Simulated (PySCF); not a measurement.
# C3H3FGeO: the cost of one run

Programs: PySCF 2.14.0, with density-fitted response routines of our own. Each step states its level of theory. These are calculated values for one molecule in the gas phase, unless marked as measured. Atoms count from 0, in the outputs and in this text.

### 1 The starting structure

9 atoms, charge 0, multiplicity 1; geometry from: GFN2-xTB.

Bonds of the start (Å): O0–C1 1.19, C1–C2 1.45, C2–C3 1.35, C3–F4 1.33, C3–Ge5 1.99, Ge5–C1 2.09, C2–H6 1.08, Ge5–H7 1.52, Ge5–H8 1.52.

### 2 Excited states and response: CAM-B3LYP/def2-SVPD

The job: settings as JSON, then the geometry in Å.

```
{"job": {"kind": "uv", "xc": "CAM-B3LYP", "basis": "def2-SVPD", "nstates": 8, "ntriplets": 3}, "charge": 0, "multiplicity": 1}
O     -0.813227     2.201759     0.824663
C     -0.491226     1.128018     0.432443
C     -1.218066    -0.095693     0.148198
C     -0.288438    -0.974494    -0.274238
F     -0.548257    -2.222501    -0.637709
Ge     1.303870     0.218299    -0.126989
H     -2.283104    -0.214956     0.269669
H      2.342617    -0.381981     0.805618
H      2.009392     0.347543    -1.466835
```

Level: TDDFT CAM-B3LYP/def2-SVPD, vertical, gas phase, core orbitals frozen in the response.

On the command line:

```
$ OMP_NUM_THREADS=1 python probes_run.py task.json out
```

This one command runs all jobs of the session in turn.

Q: Estimate the wall time and peak memory of this first job on 1 thread of Arm Neoverse V2, shared host.

About 33 s, with a peak of 0.69 GiB.
